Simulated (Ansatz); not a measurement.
# LaO4: the cost of one run

Computed with Ansatz 0.2.0 (DFT PBE, scalar-relativistic, plane waves, PAW, unless a step's input says otherwise).

1 further run of the same task is left out (it didn't finish).

## 1. The system as given

It takes space group R-3m (No. 166, trigonal). The conventional cell has a = 4.419 Å, b = 4.419 Å, c = 14.581 Å, α = 90.00°, β = 90.00°, γ = 120.00°. La (site symmetry -3m) has 6 O at 2.74 Å as nearest neighbours. O (site symmetry 2/m) is surrounded by 6 O at 2.21 Å and 2 La at 2.74 Å. O (site symmetry -3m) is surrounded by 6 O at 2.21 Å.

As a file:

```
La O
1.0
     2.20940    1.27560    4.86029
    -2.20940    1.27560    4.86029
     0.00000   -2.55119    4.86029
La O
1 4
Direct
  0.00000 0.00000 0.00000
  0.00000 0.00000 0.50000
  0.50000 0.00000 0.00000
  0.00000 0.50000 0.00000
  0.50000 0.50000 0.50000
```

A structure generator made this guess: random cell by space group and Wyckoff sites (R-3m, No. 166). Its size is a rough estimate.

## 2. A first look at the guess

Contents of input.yaml:

```yaml
crystal:
  lattice:
    - [2.20939545, 1.27559506, 4.86029131]
    - [-2.20939545, 1.27559506, 4.86029131]
    - [0.0, -2.55119012, 4.86029131]
  atoms:
    - { symbol: La, position: [0.0, 0.0, 0.0] }
    - { symbol: O, position: [0.0, 0.0, 0.5] }
    - { symbol: O, position: [0.5, 0.0, 0.0] }
    - { symbol: O, position: [0.0, 0.5, 0.0] }
    - { symbol: O, position: [0.5, 0.5, 0.5] }
basis:
  ecutwfc: 420
kpoints:
  mp_grid: { grid: [6, 6, 6] }
hamiltonian:
  xc: pbe
scf:
  occupations: { method: gaussian, width: 0.1 }
  lower_state_search: "off"
output:
  forces: true
  stress: true
  eigenvalues: true
```

Command:

```sh
$ ansatz run input.yaml --threads 1 --pin off --max-ram 2560MiB --backend cpu --events-out ev --progress --plain --runs-dir out
```

What time and memory should one allow on 1 thread of AMD EPYC 7R43 (Zen 3), shared host?

About 3.8 s, with a peak of 0.45 GiB.
